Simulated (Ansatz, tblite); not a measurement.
**Si(NH2)Cl3 (Cl₃H₂NSi): charged states by level of theory**

Aim: the energy of removing an electron for Si(NH2)Cl3 (Cl₃H₂NSi), by energy differences, and how well orbital energies stand in for it.

Program: Ansatz 0.2.0, Gaussian basis. Level of theory: as each input shows. These are calculated values, not measurements.

Plan: charge +1 doublet, at the geometry of the singlet (PBE0-D4/def2-TZVP, PBE-D4/def2-TZVP, r2SCAN-D4/def2-TZVP); the starting singlet's energies come from earlier runs.

## Step 1: The structure

The singlet was relaxed beforehand with PBE-D4/def2-SVP.

7 atoms, charge 0, spin multiplicity 1.

Atoms are counted from 1 here; the program's logs count them from 0.

Bond lengths: Si1–N2 1.711 Å, Si1–Cl5 2.061 Å, Si1–Cl6 2.061 Å, Si1–Cl7 2.075 Å, N2–H3 1.023 Å, N2–H4 1.023 Å. Angles: N2–Si1–Cl5 107.9°, N2–Si1–Cl6 108.0°, N2–Si1–Cl7 115.8°, Cl5–Si1–Cl6 111.2°, Cl5–Si1–Cl7 107.0°, Cl6–Si1–Cl7 106.9°, Si1–N2–H3 119.3°, Si1–N2–H4 119.4°, H3–N2–H4 112.1°.

As a file:

```xyz
7
Cl3H2NSi
Si    0.0057    0.0130   -0.5692
N     0.0845    0.1512    1.1341
H     0.7186   -0.4581    1.6563
H    -0.7673    0.3602    1.6601
Cl    1.9353   -0.0216   -1.2924
Cl   -1.0333    1.6387   -1.2936
Cl   -0.9437   -1.6833   -1.2954
```

## Step 2: Charge +1 doublet at the fixed geometry, first pass, PBE0-D4/def2-SVP

in.yaml reads:

```yaml
crystal:
  periodic: [false, false, false]
  atoms:
    - {symbol: Si, position_ang: [0.005738, 0.012951, -0.569232]}
    - {symbol: N, position_ang: [0.084544, 0.151173, 1.134097]}
    - {symbol: H, position_ang: [0.718648, -0.458086, 1.656335]}
    - {symbol: H, position_ang: [-0.767305, 0.360170, 1.660104]}
    - {symbol: Cl, position_ang: [1.935347, -0.021649, -1.292388]}
    - {symbol: Cl, position_ang: [-1.033314, 1.638696, -1.293554]}
    - {symbol: Cl, position_ang: [-0.943658, -1.683255, -1.295362]}
basis:
  gaussian: {orbitals: def2-SVP}
total_charge: 1
magnetization: {spin_polarized: true, initial_magnetization: 1}
hamiltonian: {xc: pbe0, dispersion: d4}
output: {orbitals: {seedname: orbitals}}
```

Command:

```console
$ ansatz run in.yaml --threads 4 --pin off --events-out ev --progress --plain --max-ram 3916MiB
```

The log of the run:

```text
Functional definition: PBE0
  name "PBE0"
  cite "Adamo & Barone, J. Chem. Phys. 110, 6158 (1999) doi:10.1063/1.478522"
  cite "Perdew, Burke & Ernzerhof, Phys. Rev. Lett. 77, 3865 (1996) doi:10.1103/PhysRevLett.77.3865"
  parent pbe
  parameter a = 0.25
  parameter kappa = 0.804
  parameter beta = 0.06672455060314922
  exchange = (1 - a)*pbe_x(kappa = kappa, mu = beta*pi^2/3) + a*exact_x
  correlation = pbe_c(beta = beta)
890 factors; integrals over basis functions are off by at most 1.1e-3 eV
mean field evaluation 1: about -46921.6612 eV, gradient 4.4e1 eV
mean field evaluation 2: about -46898.8585 eV, gradient 7.4e1 eV
mean field evaluation 4: about -46927.3628 eV, gradient 2.1e1 eV
mean field evaluation 8: about -46930.0718 eV, gradient 9.8e-1 eV
mean field evaluation 16: about -46930.1636 eV, gradient 6.4e-3 eV
mean field evaluation 32: about -46930.1636 eV, gradient 3.4e-5 eV
mean field evaluation 64: about -46929.8490 eV, gradient 1.8e0 eV
mean field -46930.16360493 eV, -1724.6517020738 hartree, gradient 2.0e-5 eV, S^2 0.758271; 8 other end points of the search recorded, 0 dependent functions left out
reference -46930.16362630 eV, -1724.6517028591 hartree; 37, 36 occupied and 59, 60 virtual orbitals, 890 factors
Total energy: -46930.37752311 eV, -1724.6595634219 hartree
```

Run time: 17 s. Hardware: 4 threads of Intel Xeon at 2.50GHz, shared host.

HOMO -14.15 eV, LUMO -12.57 eV (over both spins); ⟨S²⟩ 0.758 (pure: 0.75).

## Step 3: Charge +1 doublet at the fixed geometry, PBE0-D4/def2-TZVP

start.molden holds the orbitals of an earlier run on this state, given as this run's starting guess.

Edit in.yaml of step 2 so:

```diff
@@ -11,3 +11,3 @@
 basis:
-  gaussian: {orbitals: def2-SVP}
+  gaussian: {orbitals: def2-TZVP, initial_orbitals: start.molden}
 total_charge: 1
@@ -15,2 +15,3 @@
 hamiltonian: {xc: pbe0, dispersion: d4}
+scf: {omitted_lower_state_checks: [starts]}
 output: {orbitals: {seedname: orbitals}}
```

The command is unchanged.

The log of the run:

```text
Functional definition: PBE0
  name "PBE0"
  cite "Adamo & Barone, J. Chem. Phys. 110, 6158 (1999) doi:10.1063/1.478522"
  cite "Perdew, Burke & Ernzerhof, Phys. Rev. Lett. 77, 3865 (1996) doi:10.1103/PhysRevLett.77.3865"
  parent pbe
  parameter a = 0.25
  parameter kappa = 0.804
  parameter beta = 0.06672455060314922
  exchange = (1 - a)*pbe_x(kappa = kappa, mu = beta*pi^2/3) + a*exact_x
  correlation = pbe_c(beta = beta)
these checks for a lower state are left out or cut short: starts
1315 factors; their error is unknown
mean field evaluation 1: about -46943.9564 eV, gradient 1.3e2 eV
mean field evaluation 2: about -46947.6189 eV, gradient 4.7e0 eV
mean field evaluation 4: about -46947.8752 eV, gradient 2.1e-1 eV
mean field evaluation 8: about -46947.8756 eV, gradient 5.0e-5 eV
mean field -46947.87559584 eV, -1725.3026057341 hartree, gradient 8.6e-6 eV, S^2 0.759532; 0 other end points of the search recorded, 0 dependent functions left out
reference -46947.87562304 eV, -1725.3026067338 hartree; 37, 36 occupied and 154, 155 virtual orbitals, 1315 factors
Total energy: -46948.08951985 eV, -1725.3104672966 hartree
Checks for a lower state left out: starts
```

Run time: 16 s. Hardware: 4 threads of Intel Xeon at 2.50GHz, shared host; peak memory 0.76 GiB.

Report: HOMO -14.12 eV, LUMO -12.47 eV (over both spins); ⟨S²⟩ 0.760 (pure: 0.75).

## Step 4: Charge +1 doublet at the fixed geometry, PBE-D4/def2-TZVP

Edit in.yaml of step 3 so:

```diff
@@ -14,3 +14,3 @@
 magnetization: {spin_polarized: true, initial_magnetization: 1}
-hamiltonian: {xc: pbe0, dispersion: d4}
+hamiltonian: {xc: pbe, dispersion: d4}
 scf: {omitted_lower_state_checks: [starts]}
```

Launched as before.

The log of the run:

```text
Functional definition: PBE
  name "PBE"
  cite "Perdew, Burke & Ernzerhof, Phys. Rev. Lett. 77, 3865 (1996) doi:10.1103/PhysRevLett.77.3865"
  parent pbe
  parameter kappa = 0.804
  parameter beta = 0.06672455060314922
  exchange = pbe_x(kappa = kappa, mu = beta*pi^2/3)
  correlation = pbe_c(beta = beta)
these checks for a lower state are left out or cut short: starts
1263 factors; their error is unknown
mean field evaluation 1: about -46944.2776 eV, gradient 1.1e1 eV
mean field evaluation 2: about -46944.4807 eV, gradient 4.8e-1 eV
mean field evaluation 4: about -46944.4831 eV, gradient 1.8e-1 eV
mean field evaluation 8: about -46944.4832 eV, gradient 4.2e-5 eV
mean field -46944.48322997 eV, -1725.1779385877 hartree, gradient 7.9e-6 eV, S^2 0.752999; 0 other end points of the search recorded, 0 dependent functions left out
reference -46944.48326632 eV, -1725.1779399237 hartree; 37, 36 occupied and 154, 155 virtual orbitals, 1263 factors
Total energy: -46944.73343456 eV, -1725.1871334368 hartree
Checks for a lower state left out: starts
```

Wall time 8 s (4 threads of Intel Xeon at 2.50GHz, shared host).

From the report: HOMO -12.96 eV, LUMO -12.87 eV (over both spins); ⟨S²⟩ 0.753 (pure: 0.75).

## Step 5: Charge +1 doublet at the fixed geometry, r2SCAN-D4/def2-TZVP

Edit in.yaml of step 4 so:

```diff
@@ -14,3 +14,3 @@
 magnetization: {spin_polarized: true, initial_magnetization: 1}
-hamiltonian: {xc: pbe, dispersion: d4}
+hamiltonian: {xc: r2scan, dispersion: d4}
 scf: {omitted_lower_state_checks: [starts]}
```

The command is unchanged.

The log of the run:

```text
Functional definition: r2SCAN
  name "r2SCAN"
  cite "Furness, Kaplan, Ning, Perdew & Sun, J. Phys. Chem. Lett. 11, 8208 (2020) doi:10.1021/acs.jpclett.0c02405"
  cite "Furness, Kaplan, Ning, Perdew & Sun, J. Phys. Chem. Lett. 11, 9248 (2020) doi:10.1021/acs.jpclett.0c03077"
  parent r2scan
  parameter k0 = 0.174
  parameter k1 = 0.065
  parameter a1 = 4.9479
  exchange = r2scan_x(k0 = k0, k1 = k1, a1 = a1)
  correlation = r2scan_c
these checks for a lower state are left out or cut short: starts
1263 factors; their error is unknown
mean field evaluation 1: about -46961.5393 eV, gradient 8.0e0 eV
mean field evaluation 2: about -46961.5939 eV, gradient 1.9e-1 eV
mean field evaluation 4: about -46961.5798 eV, gradient 3.2e-2 eV
mean field evaluation 8: about -46961.5798 eV, gradient 1.9e-5 eV
mean field -46961.57982765 eV, -1725.8062269639 hartree, gradient 1.4e-5 eV, S^2 0.757192; 0 other end points of the search recorded, 0 dependent functions left out
reference -46961.57983818 eV, -1725.8062273509 hartree; 37, 36 occupied and 154, 155 virtual orbitals, 1263 factors
Total energy: -46961.63654196 eV, -1725.8083111765 hartree
Checks for a lower state left out: starts
```

Run time: 15 s. Hardware: 4 threads of Intel Xeon at 2.50GHz, shared host.

From the report: HOMO -13.21 eV, LUMO -12.98 eV (over both spins); ⟨S²⟩ 0.757 (pure: 0.75).

## Step 6: Vertical ionisation energy

Charged state less starting state, singlet to doublet; the starting state's energies are those of its earlier runs.

```tsv
level	vertical ionisation energy (eV)	time
PBE-D4/def2-TZVP	+10.00	12 s
r2SCAN-D4/def2-TZVP	+10.22	21 s
PBE0-D4/def2-TZVP	+10.48	22 s
```

Times add the two runs; a level without a time comes out of a correlated run.

Beside −ε(HOMO) of the starting state:

```tsv
level	−ε(HOMO) (eV)	by difference (eV)	mismatch (eV)
PBE-D4/def2-TZVP	6.91	10.00	-3.09
r2SCAN-D4/def2-TZVP	7.26	10.22	-2.95
PBE0-D4/def2-TZVP	8.40	10.48	-2.08
```

## Step 7: Summary of results

| quantity | value |
| --- | --- |
| vertical ionisation energy, functionals in def2-TZVP | 10.00 (PBE-D4) to 10.48 eV (PBE0-D4) |

**Reading.** The vertical ionisation energy spans 10.00 to 10.48 eV over the functionals. −ε(HOMO) misses the level's own difference by -2.08 eV at best (PBE0-D4) and -3.09 eV at worst (PBE-D4).
